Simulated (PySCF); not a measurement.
# CHF3W (W(CH)F3): the cost of one run

Programs: PySCF 2.14.0, with routines of our own; each step states its level. All values are computed. Atoms count from 0.

## 1. The system as given

6 atoms, charge 0, multiplicity 1; geometry from: GFN2-xTB.

## 2. Relaxing the molecule at PBE0-D3(BJ)/def2-SVP

What the job is given:

```
{"job": {"xc": "PBE0", "basis": "def2-SVP", "d3": "d3bj", "grid": 1, "maxiter": 30, "shake": 0.03, "kind": "geom"}, "charge": 0, "multiplicity": 1}
W      0.477750    -0.072030    -0.249150
C     -0.258970    -0.041630     1.568890
H     -0.336720    -0.054970     2.635390
F      1.509810     0.039030    -1.780610
F     -0.662970     1.315910    -1.110650
F     -0.665770    -1.282330    -1.133150
```

Started as:

```sh
OMP_NUM_THREADS=1 python heavy_run.py task.json out
```

This one command runs all jobs of the session in turn.

Q: Estimate the wall time and peak memory of this first job on 1 thread of AMD EPYC, shared host.

About 2.4 min, with a peak of 0.36 GiB.
